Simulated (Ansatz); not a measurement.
**BaTiO3: from bands to localised orbitals**

Aim: build maximally localised Wannier functions for BaTiO3 from several sets of trial orbitals, and check spreads and centres, and how well the models interpolate the bands. The runs, in order: PBE, anion s p, 4×4×4; PBE, anion s p, 6×6×6; PBE, anion p, 4×4×4; PBE, metal d and anion p, 4×4×4; PBE, metal d and anion p, disentangled, 4×4×4; PBE, metal d, 4×4×4; r2SCAN, anion s p, 4×4×4; r2SCAN, metal d and anion p, 4×4×4; r2SCAN, metal d, 4×4×4 (level, trial orbitals, Wannier mesh).

The COD entry's cell or inner coordinates are ideal or old and differ from later refinements, so a difference from it is no clean test against experiment.

Method: plane waves, PAW, in Ansatz 0.2.0.

2 further runs of the same task are left out: 2 that didn't finish.

### Step 1. The starting structure

It takes space group P4mm (No. 99, tetragonal). Conventional cell: a = 3.972 Å, b = 3.972 Å, c = 4.112 Å, α = 90.00°, β = 90.00°, γ = 90.00°. Around Ba (site symmetry 4mm) lie 12 O at 2.79 to 2.92 Å. Ti (site symmetry 4mm) is surrounded by 5 O at 1.82 to 1.99 Å. O (site symmetry 4mm) has 1 Ti at 1.82 Å as nearest neighbours. O (site symmetry 2mm) is surrounded by 2 Ti at 1.99 Å and 4 Ba at 2.79 to 2.92 Å.

Structure file:

```xyz
5
Lattice="3.9724 0.0000 0.0000 0.0000 3.9724 0.0000 0.0000 0.0000 4.1122" Properties=species:S:1:pos:R:3 pbc="T T T"
Ba    0.0000    0.0000   -0.0179
Ti    1.9862    1.9862    1.9637
O     1.9862    1.9862    0.1421
O     1.9862    0.0000    2.1287
O     0.0000    1.9862    2.1287
```

The cell was relaxed beforehand with r2SCAN; those runs aren't shown. No spin polarisation is used; should the compound be magnetic, its bands and low-energy spectrum would differ. No run includes spin-orbit coupling, which matters for Ba.

### Step 2. PBE, anion s p, 4×4×4

input.yaml

```yaml
crystal:
  lattice:
    - [3.9723652307, 0.0, 0.0]
    - [0.0, 3.9723652307, 0.0]
    - [0.0, 0.0, 4.1122285344]
  atoms:
    - { symbol: Ba, position: [0.0, 0.0, -0.0043576122] }
    - { symbol: Ti, position: [0.5, 0.5, 0.4775258109] }
    - { symbol: O, position: [0.5, 0.5, 0.0345450333] }
    - { symbol: O, position: [0.5, 0.0, 0.517643384] }
    - { symbol: O, position: [0.0, 0.5, 0.517643384] }
kpoints:
  mp_grid: { grid: [6, 6, 6] }
  band_path:
    path:
      - [[0.0, 0.0, 0.0], [0.0, 0.5, 0.0], [0.5, 0.5, -4.776854981831e-33], [0.0, 0.0, 0.0], [1.318329212618e-49, 0.0, 0.5], [1.318329212618e-49, 0.5, 0.5], [0.5, 0.5, 0.5], [1.318329212618e-49, 0.0, 0.5]]
      - [[0.0, 0.5, 0.0], [1.318329212618e-49, 0.5, 0.5]]
      - [[0.5, 0.5, -4.776854981831e-33], [0.5, 0.5, 0.5]]
    npoints: 10
hamiltonian:
  xc: pbe
scf:
  occupations: { method: fixed }
  n_extra_bands: 6
output:
  forces: false
  stress: false
  eigenvalues: true
  wannier:
    kmesh: [4, 4, 4]
    projections: [{ species: O, l: s, shell: 2 }, { species: O, l: p, shell: 2 }]
    minimise: true
    write_hr: true
    conv_tol: 1.0e-08
    max_iter: 3000
```

The run is started by

```sh
$ ansatz run input.yaml --threads 4 --pin off --max-ram 5529MiB --backend cpu --events-out ev --progress --plain --runs-dir out
```

After this run come: PBE, anion s p, 6×6×6; PBE, anion p, 4×4×4; PBE, metal d and anion p, 4×4×4; PBE, metal d and anion p, disentangled, 4×4×4; PBE, metal d, 4×4×4; r2SCAN, anion s p, 4×4×4; r2SCAN, metal d and anion p, 4×4×4; r2SCAN, metal d, 4×4×4.

Q: Predict the results of all the runs planned. Wanted: total spread, PBE, anion s p, 4×4×4; total spread, PBE, anion s p, 6×6×6; total spread, PBE, anion p, 4×4×4; total spread, PBE, metal d and anion p, 4×4×4; total spread, PBE, metal d and anion p, disentangled, 4×4×4; total spread, PBE, metal d, 4×4×4; total spread, r2SCAN, anion s p, 4×4×4; total spread, r2SCAN, metal d and anion p, 4×4×4; total spread, r2SCAN, metal d, 4×4×4.

**Answer**, as computed:

| quantity | value |
| --- | --- |
| total spread, PBE, anion s p, 4×4×4 | 13.44 Å² over 12 functions |
| total spread, PBE, anion s p, 6×6×6 | 14.06 Å² over 12 functions |
| total spread, PBE, anion p, 4×4×4 | 12.48 Å² over 9 functions |
| total spread, PBE, metal d and anion p, 4×4×4 | 14.92 Å² over 14 functions |
| total spread, PBE, metal d and anion p, disentangled, 4×4×4 | 13.43 Å² over 14 functions |
| total spread, PBE, metal d, 4×4×4 | 9.40 Å² over 5 functions |
| total spread, r2SCAN, anion s p, 4×4×4 | 12.94 Å² over 12 functions |
| total spread, r2SCAN, metal d and anion p, 4×4×4 | 14.38 Å² over 14 functions |
| total spread, r2SCAN, metal d, 4×4×4 | 8.86 Å² over 5 functions |
| centres of the first set | 0.24 to 0.46 Å from the nearest atom |

What this shows: With PBE, anion s p, 4×4×4 the 12 functions move off the atoms, with a mean spread of 1.12 Å²; 90 % of the total is gauge invariant. The total spread goes from 13.44 Å² on 4×4×4 to 14.06 Å² on 6×6×6: finite differences in k understate it on coarse meshes, while the largest miss of a band goes from 0.04 to 0.01 eV. On one set and mesh the functional gives 13.44 (PBE), 12.94 (r2SCAN) Å². The disentangled models miss some band by up to 0.5 eV, which may lie outside their frozen windows.
